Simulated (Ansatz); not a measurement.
# C2H5FGaN: the cost of one run

Computed with the Python package of Ansatz 0.2.0. Level of theory: PBE0/def2-SVP.

**1. Starting point**

Bond lengths: C1–C2 1.463 Å, C2–N3 1.157 Å, N3–Ga4 1.868 Å, Ga4–F5 1.791 Å, C1–H6 1.109 Å, C1–H7 1.109 Å, C1–H8 1.109 Å, Ga4–H9 1.610 Å, Ga4–H10 1.610 Å. Angles: C1–C2–N3 180.0°, C2–C1–H6 109.5°, C2–C1–H7 109.5°, C2–C1–H8 109.5°, H6–C1–H7 109.5°, H6–C1–H8 109.5°, H7–C1–H8 109.5°, C2–N3–Ga4 180.0°, N3–Ga4–F5 109.4°, N3–Ga4–H9 109.4°, N3–Ga4–H10 109.4°, F5–Ga4–H9 109.5°, F5–Ga4–H10 109.5°, H9–Ga4–H10 109.5°.

No structure file is read: the coordinates are typed or built in the script.

**2. Script**

File freq.py:

```python
"""Harmonic frequencies of C2H5FGaN at its relaxed geometry."""

import itertools
import logging
import sys

import ansatz as az
from ase import Atoms
from ase.data import atomic_numbers, covalent_radii
from ase.thermochemistry import IdealGasThermo
import numpy as np

logging.basicConfig(stream=sys.stdout, format="%(levelname)s %(message)s")
logger = logging.getLogger("calc")
logger.setLevel(logging.INFO)

GEOMETRY = """
C     2.24100    0.15830   -0.23970
C     0.79120    0.05750   -0.07360
N    -0.35560   -0.02220    0.05780
Ga   -2.20730   -0.15090    0.26970
F    -2.96990   -0.45260   -1.32220
H     2.46860    0.74510   -1.15330
H     2.68010    0.66490    0.64420
H     2.67370   -0.85870   -0.33600
H    -2.54880   -1.36710    1.26840
H    -2.77300    1.22570    0.88460
"""

molecule = az.Crystal.molecule()
for line in GEOMETRY.strip().splitlines():
    symbol, *xyz = line.split()
    molecule = molecule.atom(symbol, [float(v) for v in xyz])

job = molecule.calculation()
job = job.basis(gaussian="def2-SVP")
job = job.functional("PBE0")
job = job.scf(lower_state_search="standard")
symbols = [site.symbol for site in molecule.cartesian_sites]
start = np.array([site.position_ang for site in molecule.cartesian_sites], dtype=float)
data = job.relax(force_tolerance=0.003, max_steps=100).run().report
end = np.array(data["positions_ang"])

# pairs closer than 1.2 times the sum of covalent radii, before or after
radius = [covalent_radii[atomic_numbers[s]] for s in symbols]
span = lambda where, i, j: np.linalg.norm(where[i] - where[j])
bonded = [(i, j) for i, j in itertools.combinations(range(len(symbols)), 2) if min(span(start, i, j), span(end, i, j)) < 1.2 * (radius[i] + radius[j])]
logger.info("pair        before    after (A)")
for i, j in bonded:
    print(f"{symbols[i]}{i}-{symbols[j]}{j}".ljust(10), f"{span(start, i, j):8.4f} {span(end, i, j):8.4f}")

# same settings at the minimum
minimum = az.Crystal.molecule()
for symbol, place in zip(symbols, end):
    minimum = minimum.atom(symbol, place.tolist())
vibrating = (
    minimum.calculation()
    .basis(gaussian="def2-SVP")
    .functional("PBE0")
    .scf(lower_state_search="standard")
    .phonons(temperatures=(298.15, 498.15, 100))
)
vib = vibrating.run().report["vibrations"]
sums = vib["harmonic_sums"]
modes = [m["omega_inv_cm"] for m in sums["modes_at_gamma"] if m["rigid_motion"] == "no"]
print("frequencies (1/cm):", " ".join(f"{w:.0f}" for w in modes))
print("imaginary modes:", sum(w < 0 for w in modes), " zero-point energy:", round(sums["zero_point_energy_ev"], 4), "eV")
# rigid rotor and ideal gas, symmetry number taken as one
gas = IdealGasThermo(vib_energies=[w / 8065.544 for w in modes if w > 0], geometry="linear" if len(modes) == 3 * len(symbols) - 5 else "nonlinear",
                     atoms=Atoms(symbols, positions=end), symmetrynumber=1, spin=0.0)
logger.info(f"H(298 K) - E = {gas.get_enthalpy(298.15, verbose=False):.4f} eV")
logger.info(f"S(298 K, 1 bar) = {96485.33 * gas.get_entropy(298.15, 1e5, verbose=False):.1f} J/(mol K) with symmetry number 1")
```

**3. The calls as engine input**

The engine receives this input (first run):

```yaml
crystal:
  periodic: [false, false, false]
  atoms:
    - { symbol: C, position_ang: [2.241, 0.1583, -0.2397] }
    - { symbol: C, position_ang: [0.7912, 0.0575, -0.0736] }
    - { symbol: "N", position_ang: [-0.3556, -0.0222, 0.0578] }
    - { symbol: Ga, position_ang: [-2.2073, -0.1509, 0.2697] }
    - { symbol: F, position_ang: [-2.9699, -0.4526, -1.3222] }
    - { symbol: H, position_ang: [2.4686, 0.7451, -1.1533] }
    - { symbol: H, position_ang: [2.6801, 0.6649, 0.6442] }
    - { symbol: H, position_ang: [2.6737, -0.8587, -0.336] }
    - { symbol: H, position_ang: [-2.5488, -1.3671, 1.2684] }
    - { symbol: H, position_ang: [-2.773, 1.2257, 0.8846] }
basis:
  gaussian:
    orbitals: def2-SVP
hamiltonian:
  xc: pbe0
scf:
  lower_state_search: standard
relax:
  f_tol: 0.003
  max_steps: 100
```

**4. Launch**

The run is started by

```
$ python freq.py
```

Q: Estimate wall time and peak memory on 1 thread of Arm Neoverse V2, shared host.

About 4.4 min, with a peak of 0.39 GiB.
